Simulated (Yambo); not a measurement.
# SnTe (Fm-3m) in Yambo: notebook, part 2 of 3

Yambo 5.3.0. The steps go on from the part before.

### 4 Optical spectrum by the Bethe-Salpeter equation, PBEsol (cell squeezed)

bse2.in reads:

```
optics
bse
bss
rim_cut
em1s
RandQpts= 1000000
RandGvec= 50 RL
Chimod= "HARTREE"
% BndsRnXs
 1 | 40 |
%
NGsBlkXs= 5 Ry
% LongDrXs
 1 | 0 | 0 |
%
BSKmod= "SEX"
BSEmod= "retarded"
BSSmod= "d"
% BSEQptR
 1 | 1 |
%
% BSEBands
 14 | 17 |
%
BSENGexx= 20 Ry
BSENGBlk= 5 Ry
% BEnRange
 0 | 20 | eV
%
% BDmRange
 0.1 | 0.1 | eV
%
BEnSteps= 200
% BLongDir
 1 | 0 | 0 |
%
BSEprop= "abs"
WRbsWF
% KfnQP_E
 -0.05 | 1.0 | 1.0 |
%
```

scf.in reads:

```
&CONTROL
  calculation = 'scf'
  prefix = 'pwscf'
  outdir = './tmp'
  pseudo_dir = './pseudo'
/
&SYSTEM
  ibrav = 0
  nat = 2
  ntyp = 2
  ecutwfc = 80
  nbnd = 22
  occupations = 'smearing'
  smearing = 'fd'
  degauss = 0.00367493
  force_symmorphic = .true.
/
&ELECTRONS
  conv_thr = 4d-10
  electron_maxstep = 120
  mixing_beta = 0.5
/
ATOMIC_SPECIES
Te   127.6000 Te.upf
Sn   118.7100 Sn.upf
CELL_PARAMETERS angstrom
   0.0000000000    3.1082657258    3.1082657258
   3.1082657258    0.0000000000    3.1082657258
   3.1082657258    3.1082657258    0.0000000000
ATOMIC_POSITIONS crystal
Te     0.5000000000    0.5000000000    0.5000000000
Sn     0.0000000000    0.0000000000    0.0000000000
K_POINTS automatic
8 8 8 0 0 0
```

nscf.in reads:

```
&CONTROL
  calculation = 'nscf'
  prefix = 'pwscf'
  outdir = './tmp'
  pseudo_dir = './pseudo'
/
&SYSTEM
  ibrav = 0
  nat = 2
  ntyp = 2
  ecutwfc = 80
  nbnd = 75
  occupations = 'fixed'
  force_symmorphic = .true.
/
&ELECTRONS
  conv_thr = 1d-08
  diago_full_acc = .true.
  diago_thr_init = 1d-06
/
ATOMIC_SPECIES
Te   127.6000 Te.upf
Sn   118.7100 Sn.upf
CELL_PARAMETERS angstrom
   0.0000000000    3.1082657258    3.1082657258
   3.1082657258    0.0000000000    3.1082657258
   3.1082657258    3.1082657258    0.0000000000
ATOMIC_POSITIONS crystal
Te     0.5000000000    0.5000000000    0.5000000000
Sn     0.0000000000    0.0000000000    0.0000000000
K_POINTS automatic
4 4 4 0 0 0
```

Potentials or basis: PseudoDojo 0.4.1 SR PBEsol standard.

The run is started by

```sh
OMP_NUM_THREADS=1 pw.x -in scf.in > scf.out
OMP_NUM_THREADS=1 pw.x -in nscf.in > nscf.out
cd tmp/pwscf.save; p2y; mv SAVE ../..; cd ../..
OMP_NUM_THREADS=1 yambo
mkdir -p bse2; ln -s $PWD/g0w00/ndb.RIM bse2/
OMP_NUM_THREADS=1 yambo -F bse2.in -J bse2 -C bse2_out
OMP_NUM_THREADS=1 ypp -J bse2 -C bse2_out -e s -b 1
```

Yambo's report:

```text
[... sections 02.01 to 02.04 as in the set-up run ...]

  [02.05] Energies & Occupations
  ==============================

  [X] === General ===
  [X] Electronic Temperature                        :  0.000000  0.000000 [eV K]
  [X] Bosonic    Temperature                        :  0.000000  0.000000 [eV K]
  [X] Finite Temperature mode                       : no
  [X] El. density                                   :  0.49950E+24 [cm-3]
  [X] Fermi Level                                   :  10.37712 [eV]

  [X] === Gaps and Widths ===
  [X] Conduction Band Min                           :  0.268585 [eV]
  [X] Valence Band Max                              :  0.000000 [eV]
  [X] Filled Bands                                  :  15
  [X] Empty Bands                                   :   16   75
  [X] Direct Gap                                    :  0.268585 [eV]
  [X] Direct Gap localized at k                     :  3
  [X] Indirect Gap                                  :  0.268585 [eV]
  [X] Indirect Gap between kpts                     :  3  3
  [X] Last valence band width                       :  3.866529 [eV]
  [X] 1st conduction band width                     :  3.258855 [eV]

 [03] Transferred momenta grid and indexing
 ==========================================

 [BZ sampling] Q-grid is User defined and/or read from the database

 IBZ Q-points                                      :   8
 BZ  Q-points                                      :   64

 K/Q-points units:
 rlu = crystal or reduced units; cc = cartesian coordinates; iku = interal k-units

 Q [1]          [rlu]:  0.000000  0.000000  0.000000
 Q [2]          [rlu]:  0.62738E-17  0.62738E-17  0.25000
 Q [3]          [rlu]: -0.12548E-16 -0.12548E-16 -0.50000
 Q [4]          [rlu]: -0.12252E-17  0.25000      0.25000
 Q [5]          [rlu]: -0.96041E-18  0.25000      0.50000
 Q [6]          [rlu]: -0.12548E-16  0.25000     -0.25000
 Q [7]          [rlu]:  0.24504E-17 -0.50000     -0.50000
 Q [8]          [rlu]:  0.250000 -0.500000 -0.250000

  [03.01] X + BSE indexes
  =======================

   [03.01.01] Sigma indexes
   ========================

   [WR./SAVE//ndb.kindx]-----------------------------------------------------------
    Fragmentation                                    : no
[... 213 lines left out ...]
     [K] Exchange                                     : yes [res]
     [K] Correlation                                  : yes [res]
     [K] Kernel`s coupling                            : no
     [K] Exchange                                     : no [cpl]
     [K] Correlation                                  : no [cpl]
     [K] W interaction is bare                        : no
     [K] ALDA kernel in R-space                       : no
     [K] RL vectors                                   :   645 [exchange]
     [K] RL vectors                                   :   89 [correlation]
     [K] E/h energy range                             : -1.000000 -1.000000 [eV]
     [K] Coupling range                               :  100.0000  100.0000 [o/o]
     [W] Interaction is diagonal                      : no
     [W] Matrix size                                  :   89
     [W] Bands                                        :    1   40
     [W] e/h energy range                             : -1.000000 -1.000000 [eV]
     [W] Poles                                        :  100.0000 [o/o]
     [W] RL vectors in the sum                        :   5961
     [W] [r,Vnl] included                             : yes
     [W] Field direction                              :  0.100000E-4   0.00000      0.00000
     [W] Coulomb Cutoff                               : none
     [W] Hxc Kernel                                   : HARTREE
     [RIM] RL components                              :   51 [col]
     [RIM] Random points                              :  1000000 [col]
     [SOC] Perturbative SOC                           : no
     [K] Kernel long-range exchange                   : BAR

    [08.01.05.03] Wave-Function Phases
    ==================================

    [BSE] WF phases found       :  49.08854 [o/o]

   [08.01.06] BSE solver(s) @q1
   ============================

   [08.01.07] Diago Solver @q1
   ===========================

   [WR./bse2//ndb.BS_diago_Q1]-----------------------------------------------------
    BS kernel          energies                      : Perdew, Burke & Ernzerhof SOL(X)+Perdew, Burke & Ernzerhof SOL(C)+ user defined corrections @E
    [K] Identifier                                   :  2858
    [K] Dimension                                    :  256
    [K] Bands                                        :  14  17
    [K] Exchange                                     : yes [res]
    [K] Correlation                                  : yes [res]
    [K] Kernel`s coupling                            : no
    [K] Exchange                                     : no [cpl]
    [K] Correlation                                  : no [cpl]
    [K] W interaction is bare                        : no
    [K] ALDA kernel in R-space                       : no
    [K] RL vectors                                   :   645 [exchange]
    [K] RL vectors                                   :   89 [correlation]
    [K] E/h energy range                             : -1.000000 -1.000000 [eV]
    [K] Coupling range                               :  100.0000  100.0000 [o/o]
    [W] Interaction is diagonal                      : no
    [W] Matrix size                                  :   89
    [W] Bands                                        :    1   40
    [W] e/h energy range                             : -1.000000 -1.000000 [eV]
    [W] Poles                                        :  100.0000 [o/o]
    [W] RL vectors in the sum                        :   5961
    [W] [r,Vnl] included                             : yes
    [W] Field direction                              :  0.100000E-4   0.00000      0.00000
    [W] Coulomb Cutoff                               : none
    [W] Hxc Kernel                                   : HARTREE
    [RIM] RL components                              :   51 [col]
    [RIM] Random points                              :  1000000 [col]
    [SOC] Perturbative SOC                           : no
    [K] Kernel long-range exchange                   : BAR
    [BSS] Eigenstates included                       : yes
    [BSS] Field direction                            :  0.100000E-4   0.00000      0.00000
    [BSS] Eigenstates computed                       :  256
    [BSS] Number of BSE matrices                     :  1
```

o-bse2.eps_q1_diago_bse:

```text
# Absorption @ Q(1):   1.00000000      0.00000000      0.00000000    [q->0 direction]
#
[... 52 lines left out ...]
#
        0.000000           0.000000           107.4155           0.000000           110.3792
        0.100503           34.78048           111.0389           39.58608           113.0740
        0.201005           104.5899           78.65793           110.4207           67.26211
        0.301508           75.73298          -14.48263           67.34482          -16.83711
        0.402010           27.96602          -12.71428           25.04409          -11.24677
        0.502513           12.81940          -1.168498           11.72099          -0.296125
[... 192 lines left out ...]
        19.89950           0.002384           0.770233           0.002400           0.768576
        20.00000           0.002346           0.772610           0.002362           0.770969
#
```

Run time: 1.9 min. Hardware: 1 thread of Intel Xeon Platinum 8259CL at 2.50GHz (Skylake/Cascade Lake), shared host; peak memory 0.32 GiB.

Results:

* Band gap on the k mesh, mean-field level: 0.27 eV, direct
* Exciton binding energy: 0.00 eV
* Lowest exciton energy: 0.22 eV
* Lowest bright exciton energy: 0.23 eV

Dielectric function (along the field direction of the input):
```
energy (eV)  real part  imaginary part
       0.30     -14.48           75.73
       0.80      16.29            4.19
       1.31      43.89           13.93
       1.81     -10.49           34.95
       2.31     -12.29            8.85
       2.81      -2.71            4.19
       3.32      -8.70           10.21
       3.82      -6.20            1.83
       4.32      -3.69            1.34
       4.82      -0.87            0.56
       5.33      -0.38            3.12
       5.83       0.83            9.50
       6.33      -3.83            0.71
       6.83      -2.04            0.21
       7.34      -1.30            0.11
       7.84      -0.86            0.07
       8.34      -0.55            0.05
       8.84      -0.31            0.04
       9.35      -0.08            0.06
       9.85      -0.16            0.09
      10.35       0.03            0.03
      10.85       0.15            0.02
      11.36       0.23            0.02
      11.86       0.31            0.01
      12.36       0.37            0.01
      12.86       0.42            0.01
      13.37       0.47            0.01
      13.87       0.51            0.01
      14.37       0.55            0.01
      14.87       0.58            0.01
      15.38       0.61            0.01
      15.88       0.63            0.00
      16.38       0.66            0.00
      16.88       0.68            0.00
      17.39       0.70            0.00
      17.89       0.71            0.00
      18.39       0.73            0.00
      18.89       0.74            0.00
      19.40       0.76            0.00
      20.00       0.77            0.00
```

Lowest exciton energies (eV): 0.22, 0.23, 0.23, 0.23, 0.30, 0.31, 0.31, 0.31

Excitons:
```tsv
energy (eV)	strength (relative to the strongest)
0.217	7.7e-12
0.230	3.7e-05
0.230	3.9e-08
0.230	1
0.302	2.4e-08
0.306	1.7e-05
0.308	5.9e-10
0.311	4.8e-10
1.568	2.4e-05
1.568	0.0018
1.568	0.81
1.573	7e-08
```

Caveat: the k mesh is coarse (spacing up to 0.44 Å⁻¹), so the values aren't converged; the scissor is the correction of the direct gap in an earlier G0W0 run on the same states; exciton energies and binding change strongly with the k mesh and aren't converged on this one; spectra need much finer meshes, so this one isn't converged; spin-orbit coupling is left out, which moves the levels of the heavy elements. A k mesh can miss the band edges.

[end of part 2 of 3]
